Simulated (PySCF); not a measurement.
# I3Tl (Tl(I)3): the cost of one run

Method: several levels, as the steps say, no spin–orbit coupling; program: PySCF 2.14.0.

### 1 The starting structure

4 atoms, charge 0, spin multiplicity 1.

Bond lengths: Tl1–I2 2.736 Å, Tl1–I3 2.736 Å, Tl1–I4 2.736 Å. Angles: I2–Tl1–I3 120.0°, I2–Tl1–I4 120.0°, I3–Tl1–I4 120.0°.

Geometry (Å):

```
Tl    0.00000    0.00000   -0.09491
I     2.73585    0.00003   -0.09349
I    -1.36795    2.36930   -0.09349
I    -1.36790   -2.36933   -0.09349
```

Formal oxidation states: Tl +3. An earlier session relaxed this geometry at r2SCAN, Tl def2-SVP with ECP60, I def2-SVP with ECP28 (singlet, point group D3h).

At r2SCAN on the finer grid: E = -1066.170676 Eh, HOMO -7.01 eV, LUMO -4.73 eV, Mulliken charge on Tl1 +0.42 e, largest force component 0.040 eV/Å. 

Levels to run: revPBE; M06-L; BLYP; PBE; r2SCAN, TZVP; r2SCAN, x2c-SVP. Hardware: 2 threads of Arm Neoverse V1, shared host.

### 2 revPBE

Contents of run.py (the lines that set the calculation):

```python
mol = gto.M(atom='''
Tl     0.00000     0.00000    -0.09491
I      2.73585     0.00003    -0.09349
I     -1.36795     2.36930    -0.09349
I     -1.36790    -2.36933    -0.09349''',
    basis={'Tl': 'def2-SVP', 'I': 'def2-SVP'},
    ecp={'Tl': 'def2-SVP', 'I': 'def2-SVP'},
    charge=0, spin=0)
mf = dft.RKS(mol, xc='PBE_R,PBE')
mf.grids.atom_grid = (75, 302)
mf = mf.density_fit()  # fitting sets: Tl def2-universal-JKFIT, I def2-universal-JKFIT
mf.conv_tol = 1e-08; mf.max_cycle = 55
mf.kernel(dm0)  # dm0: the density of the relaxed state
```

Command:

```bash
OMP_NUM_THREADS=2 python run.py
```

**Question.** How long does this run take on 2 threads of Arm Neoverse V1, shared host?

About 6.3 s.
